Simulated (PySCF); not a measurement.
# FeO3S (FeO3S): the cost of one run

Computed with PySCF 2.14.0 and routines of our own; the level stands in each step. Atoms count from 0.

## 1. The starting structure

5 atoms, charge 0, multiplicity 1; geometry from: GFN2-xTB.

## 2. Magnetic properties: GIAO PBE0/def2-SVP Fe:def2-TZVP

Job settings and geometry (Å):

```
{"job": {"kind": "mag", "xc": "PBE0", "basis": {"default": "def2-SVP", "Fe": "def2-TZVP"}}, "charge": 0, "multiplicity": 1}
Fe     0.055180     0.094550     0.039410
O      0.043870     0.039280     1.520530
O      1.440900     0.063980    -0.485550
O     -0.677390     1.283920    -0.456220
S     -0.862560    -1.481730    -0.618160
```

Method: GIAO PBE0/def2-SVP Fe:def2-TZVP magnetisability, rotational g tensor and spin-rotation constants, non-relativistic, gas phase.

Launch:

```bash
$ OMP_NUM_THREADS=1 python excited_run.py task.json out
```

One launch serves the whole session: the jobs run in the order shown.

**Question.** How long does this first job take on 1 thread of Arm Neoverse V1, shared host, and how much memory does it need?

About 12 s, with a peak of 0.99 GiB.
